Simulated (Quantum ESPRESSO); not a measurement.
The system is HPbNO4.

```
CELL_PARAMETERS angstrom
3.85404 0.14384 0.09012
-0.25320 5.52698 0.16471
-0.48197 -1.92720 5.72025
ATOMIC_POSITIONS crystal
H 0.10913 0.65718 0.54463
Pb 0.61029 0.52127 0.15100
N 0.91580 0.96263 0.95867
O 0.01384 0.13639 0.88084
O 0.72398 0.01057 0.12858
O 0.00389 0.73732 0.87043
O 0.11927 0.59324 0.37651
```

The cell was built by a generator and needn't be a form met in nature.

Base run:

- Program: Quantum ESPRESSO 7.5
- Functional: PBE
- Potentials or basis: PseudoDojo 0.4.1 SR PBE standard
- Cutoff: 1143 eV
- Density cutoff: 4572 eV
- k mesh: 4 × 3 × 3
- Occupations: fermi-dirac, width 0.05 eV
- Spin: no spin polarisation

Its results: band gap on the k mesh 3.20 eV, indirect (least direct gap 3.29 eV); pressure 0.0 GPa; largest force 0.208 eV/Å.

After a change of settings the same cell gave: band gap on the k mesh 3.14 eV, indirect (least direct gap 3.23 eV); pressure 0.0 GPa; largest force 0.148 eV/Å. Which change was it?
A. functional from PBE to RPBE; potentials or basis from PseudoDojo 0.4.1 SR PBE standard to SG15 PBE 1.2; cutoff from 1143 eV to 1197 eV; density cutoff from 4572 eV to 4789 eV
B. potentials or basis from PseudoDojo 0.4.1 SR PBE standard to PseudoDojo 0.4 FR PBE standard; spin from no spin polarisation to spin-orbit coupling, no magnetisation
C. functional from PBE to BLYP; potentials or basis from PseudoDojo 0.4.1 SR PBE standard to SG15 PBE 1.2; cutoff from 1143 eV to 1197 eV; density cutoff from 4572 eV to 4789 eV
D. functional from PBE to AM05; potentials or basis from PseudoDojo 0.4.1 SR PBE standard to SG15 PBE 1.2; cutoff from 1143 eV to 1197 eV; density cutoff from 4572 eV to 4789 eV

B.

Spin-orbit coupling splits the band edges, which narrows the gap.

Caveats: spin-orbit coupling is left out, which as a rule narrows the gap of such compounds by several tenths of an eV (some runs); the mesh misses the band edges, which the band path finds closer together (some runs).

Not every run made on this cell is shown here.
